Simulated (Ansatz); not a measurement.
# CH6NOSi: the cost of one run

All numbers are computed with Ansatz 0.2.0 through its Python package. Level of theory: CAM-B3LYP/def2-TZVP.

### Step 1. The system

Bond lengths: C1–Si2 1.780 Å, Si2–N3 1.672 Å, Si2–O4 1.707 Å, C1–H5 1.133 Å, C1–H6 1.158 Å, C1–H7 1.079 Å, N3–H8 0.985 Å, N3–H9 1.052 Å, O4–H10 0.960 Å. Angles: C1–Si2–N3 110.0°, C1–Si2–O4 116.2°, N3–Si2–O4 99.8°, Si2–C1–H5 113.4°, Si2–C1–H6 112.9°, Si2–C1–H7 114.4°, H5–C1–H6 103.0°, H5–C1–H7 107.4°, H6–C1–H7 104.8°, Si2–N3–H8 114.3°, Si2–N3–H9 112.1°, H8–N3–H9 101.0°, Si2–O4–H10 110.7°.

The script holds or builds the structure itself.

### Step 2. Script

File spin.py:

```python
"""Vertical spin-state energies of CH6NOSi."""

import ansatz as az
from ase import Atoms

atoms = Atoms(["C", "Si", "N", "O", "H", "H", "H", "H", "H", "H"], positions=[
    (-1.3715, -0.0926, -0.387),
    (0.3469, -0.5516, -0.3101),
    (0.9883, -0.1203, 1.1727),
    (1.4024, 0.304, -1.3438),
    (-1.8394, -0.2709, -1.4032),
    (-1.5431, 1.0402, -0.2168),
    (-1.9966, -0.5799, 0.3456),
    (0.5967, -0.6005, 1.9385),
    (2.0008, -0.3935, 1.2606),
    (1.4987, 1.214, -1.0537),
])
mol = az.Crystal.molecule_from_ase(atoms)

setup = (
    mol.calculation()
    .basis(gaussian="def2-TZVP")
    .functional("cam_b3lyp")
)
found = {}
for unpaired in [1, 3]:
    data = setup.spin("collinear", total=unpaired).run(threads=1).report
    s = unpaired / 2
    found[unpaired] = data["free_energy_ev"]
    print(f"2S+1 = {unpaired + 1}: E = {found[unpaired]:.5f} eV, <S^2> = {abs(data['mean_field']['state']['spin_squared']):.3f} (pure state {s * (s + 1):.2f})")
lowest = min(found, key=found.get)
for unpaired, e in found.items():
    print(f"multiplicity {unpaired + 1}: {96.485332 * (e - found[lowest]):.1f} kJ/mol above the lowest")
```

### Step 3. What the engine is handed

The engine receives this input (first run):

```yaml
crystal:
  periodic: [false, false, false]
  atoms:
    - { symbol: C, position_ang: [-1.3715, -0.0926, -0.387] }
    - { symbol: Si, position_ang: [0.3469, -0.5516, -0.3101] }
    - { symbol: "N", position_ang: [0.9883, -0.1203, 1.1727] }
    - { symbol: O, position_ang: [1.4024, 0.304, -1.3438] }
    - { symbol: H, position_ang: [-1.8394, -0.2709, -1.4032] }
    - { symbol: H, position_ang: [-1.5431, 1.0402, -0.2168] }
    - { symbol: H, position_ang: [-1.9966, -0.5799, 0.3456] }
    - { symbol: H, position_ang: [0.5967, -0.6005, 1.9385] }
    - { symbol: H, position_ang: [2.0008, -0.3935, 1.2606] }
    - { symbol: H, position_ang: [1.4987, 1.214, -1.0537] }
basis:
  gaussian:
    orbitals: def2-TZVP
hamiltonian:
  xc: cam_b3lyp
magnetization:
  spin_polarized: true
  initial_magnetization: 1.0
```

### Step 4. The run

Started as:

```sh
> python spin.py
```

What time and memory should one allow on 1 thread of Arm Neoverse V2, shared host?

About 20 s, with a peak of 0.52 GiB.
